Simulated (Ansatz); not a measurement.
# C2H7InO: the cost of one run

All numbers below are computed with Ansatz 0.2.0 (RKS B3LYP-D4/def2-SVP).

## Step 1: The system as given

Bond lengths: In1–O2 2.431 Å, In1–C3 2.258 Å, In1–C5 2.310 Å, O2–H6 0.957 Å, C3–H7 1.091 Å, C3–H8 1.089 Å, C5–H9 1.089 Å, C5–H10 1.088 Å, C5–H11 1.089 Å. Angles: In1–O2–H6 160.6°, O2–In1–C3 66.5°, O2–In1–C5 109.8°, C3–In1–C5 176.3°, In1–C3–H7 107.6°, In1–C3–H8 109.2°, H7–C3–H8 111.0°, In1–C5–H9 112.2°, In1–C5–H10 105.6°, In1–C5–H11 108.8°, H9–C5–H10 110.3°, H9–C5–H11 110.1°, H10–C5–H11 109.7°.

Coordinates:

```xyz
11

In   -0.2254    0.1658    0.5249
O     0.9353   -0.0133   -1.6036
C     0.5212    2.1456   -0.2632
H     0.8974    1.2153   -1.2340
C    -0.9533   -1.9201    1.1989
H     1.1106   -0.2188   -2.5221
H    -0.3444    2.7965   -0.3912
H     1.2274    2.5705    0.4489
H    -0.9818   -2.0151    2.2833
H    -0.2440   -2.6283    0.7763
H    -1.9430   -2.0981    0.7818
```

## Step 2: A restrained relaxation towards end A

Springs on the bonds that form and break draw the guess towards this end; the thresholds are loose.

The input, input.yaml:

```yaml
crystal:
  periodic: [false, false, false]
  atoms:
    - { symbol: In, position_ang: [-0.2254, 0.1658, 0.5249] }
    - { symbol: O, position_ang: [0.9353, -0.0133, -1.6036] }
    - { symbol: C, position_ang: [0.5212, 2.1456, -0.2632] }
    - { symbol: H, position_ang: [0.8974, 1.2153, -1.234] }
    - { symbol: C, position_ang: [-0.9533, -1.9201, 1.1989] }
    - { symbol: H, position_ang: [1.1106, -0.2188, -2.5221] }
    - { symbol: H, position_ang: [-0.3444, 2.7965, -0.3912] }
    - { symbol: H, position_ang: [1.2274, 2.5705, 0.4489] }
    - { symbol: H, position_ang: [-0.9818, -2.0151, 2.2833] }
    - { symbol: H, position_ang: [-0.244, -2.6283, 0.7763] }
    - { symbol: H, position_ang: [-1.943, -2.0981, 0.7818] }
basis:
  gaussian: { orbitals: def2-SVP }
hamiltonian:
  xc: b3lyp
  dispersion: d4
relax:
  f_tol: 0.15
  max_steps: 25
  restrain:
    - { distance: [3, 1], at: 2.27, k: 30.0 }
    - { distance: [0, 1], at: 2.08, k: 30.0 }
    - { distance: [3, 2], at: 1.07, k: 30.0 }
```

Launch:

```bash
ansatz run input.yaml --threads 2 --pin off --max-ram 3072MiB --backend cpu --events-out ev --progress --plain --runs-dir out
```

Q: Estimate wall time and peak memory on 2 threads of Arm Neoverse V1, shared host.

About 27 s, with a peak of 0.23 GiB.
